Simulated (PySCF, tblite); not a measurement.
# C₄H₂FO₂S radical: geometry, infrared bands and EPR parameters

Aim: predict the infrared bands and EPR parameters of C₄H₂FO₂S radical (`[CH2]c1oc(=S)oc1F`).

The runs use tblite 0.8.0 and PySCF 2.14.0, with density-fitted response routines of our own; the level of theory stands in each step. All values are computed, except where a source is named. Atoms count from 0, in the outputs and in this text.

## Step 1: The molecule as given

10 atoms, charge 0, multiplicity 2; geometry from: force field or distance geometry start.

Bonds of the start (Å): C0–C1 1.46, C1–O2 1.34, O2–C3 1.31, C3–S4 1.65, C3–O5 1.30, O5–C6 1.30, C6–F7 1.35, C6–C1 1.39, C0–H8 1.11, C0–H9 1.09.

## Step 2: Relaxing the molecule with GFN2-xTB

What the job is given:

```
{"job": {"kind": "relax", "xc": "GFN2-xTB", "basis": "xTB"}, "charge": 0, "multiplicity": 2}
C     -1.841200    -0.423700     0.013300
C     -0.419500    -0.095600    -0.021000
O      0.616600    -0.943200    -0.044400
C      1.745400    -0.283500    -0.069600
S      3.247500    -0.972400    -0.097700
O      1.463400     0.988500    -0.035600
C      0.179600     1.157700    -0.006100
F     -0.542200     2.300000     0.037300
H     -2.238900    -0.691200     1.013400
H     -2.201700    -1.031900    -0.812100
```

Launch:

```console
OMP_NUM_THREADS=1 python probes_run.py task.json out
```

One launch serves the whole session: the jobs run in the order shown.

**Question.** This job is followed by: GFN2-xTB harmonic vibrations, gas phase; UKS B3LYP, pcH-1 on C F H O S, non-relativistic, mean-field spin-orbit, GIAO. Predict these results of the whole session: strongest single infrared mode (GFN2-xTB); zero-point energy (GFN2-xTB); g(iso) (B3LYP); ⟨S²⟩; largest a(iso) (averaged by class); potential on the surface of density 0.002 e/bohr³, 1st and 99th percentile.

The runs gave:

| quantity | value |
| --- | --- |
| strongest single infrared mode (GFN2-xTB) | 1265 cm⁻¹, 219 km/mol |
| zero-point energy (GFN2-xTB) | 33.1 kcal/mol |
| g(iso) (B3LYP) | 2.00406 |
| ⟨S²⟩ | 0.773 (exact 0.75) |
| largest a(iso) (averaged by class) | 19F on F7, 92.0 MHz |
| potential on the surface of density 0.002 e/bohr³, 1st and 99th percentile | -1.01 V and 1.49 V |

Relaxing lowered the energy by 1.446 eV in 49 steps; the close pair that moved most is C0–C1, from 1.459 to 1.358 Å. No mode is imaginary among the 24: a minimum at this level. The strongest single mode, at 1265 cm⁻¹, moves mainly C3. Unscaled tight-binding wavenumbers are off by several per cent, some by more. Its intensities can rank the bands wrongly. The largest spin populations lie on C0 (0.65 e), C6 (0.51 e). The isotropic g lies 1.7 ppt above the free-electron value. The conformer search found further structures of the same energy, which may be mirror or relabelled copies of this one.
